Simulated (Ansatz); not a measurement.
# SiTe5: the cost of one run

Computed with Ansatz 0.2.0 (DFT PBE, scalar-relativistic, plane waves, PAW, unless a step's input says otherwise).

1 further run of the same task is left out (it didn't finish).

### Step 1. Starting point

It takes space group P6/mmm (No. 191, hexagonal). The conventional cell has a = 6.473 Å, b = 6.473 Å, c = 5.328 Å, α = 90.00°, β = 90.00°, γ = 120.00°. Around Si (site symmetry 6/mmm) lie 18 Te at 3.74 to 4.19 Å. Around Te (site symmetry -6m2) lie 9 Te at 3.25 to 3.74 Å and 3 Si at 3.74 Å. Te (site symmetry mmm) is surrounded by 8 Te at 3.24 to 3.25 Å.

As a file:

```cif
data_structure
_symmetry_space_group_name_H-M 'P6/mmm'
_symmetry_Int_Tables_number 191
_cell_length_a 6.4729
_cell_length_b 6.4729
_cell_length_c 5.3276
_cell_angle_alpha 90.000
_cell_angle_beta 90.000
_cell_angle_gamma 120.000
_cell_volume 193.31
loop_
_atom_site_label
_atom_site_type_symbol
_atom_site_symmetry_multiplicity
_atom_site_Wyckoff_symbol
_atom_site_fract_x
_atom_site_fract_y
_atom_site_fract_z
_atom_site_occupancy
Si1 Si 1 a 0.00000 0.00000 0.00000 1
Te1 Te 2 c 0.33333 0.66667 0.00000 1
Te2 Te 3 g 0.50000 0.00000 0.50000 1
```

A structure generator made this guess: species swapped into a database cell of CeIr5 (P6/mmm, No. 191), with Si on the Ce sites and Te on the Ir sites. Its size is a rough estimate.

### Step 2. The guess as it stands, on a coarse mesh

Contents of input.yaml:

```yaml
crystal:
  lattice:
    - [6.47291516, 0.0, 0.0]
    - [-3.23645758, 5.60570897, 0.0]
    - [0.0, 0.0, 5.32755337]
  atoms:
    - { symbol: Si, position: [0.0, 0.0, 0.0] }
    - { symbol: Te, position: [0.33333333, 0.66666667, 0.0] }
    - { symbol: Te, position: [0.66666667, 0.33333333, 0.0] }
    - { symbol: Te, position: [0.5, 0.0, 0.5] }
    - { symbol: Te, position: [0.5, 0.5, 0.5] }
    - { symbol: Te, position: [0.0, 0.5, 0.5] }
basis:
  ecutwfc: 420
kpoints:
  mp_grid: { grid: [3, 3, 4] }
hamiltonian:
  xc: pbe
scf:
  occupations: { method: gaussian, width: 0.1 }
  lower_state_search: "off"
output:
  forces: true
  stress: true
  eigenvalues: true
```

On the command line:

```sh
> ansatz run input.yaml --threads 1 --pin off --max-ram 2560MiB --backend cpu --events-out ev --progress --plain --runs-dir out
```

What time and memory should one allow on 1 thread of Arm Neoverse V2, shared host?

About 4.2 s, with a peak of 0.42 GiB.
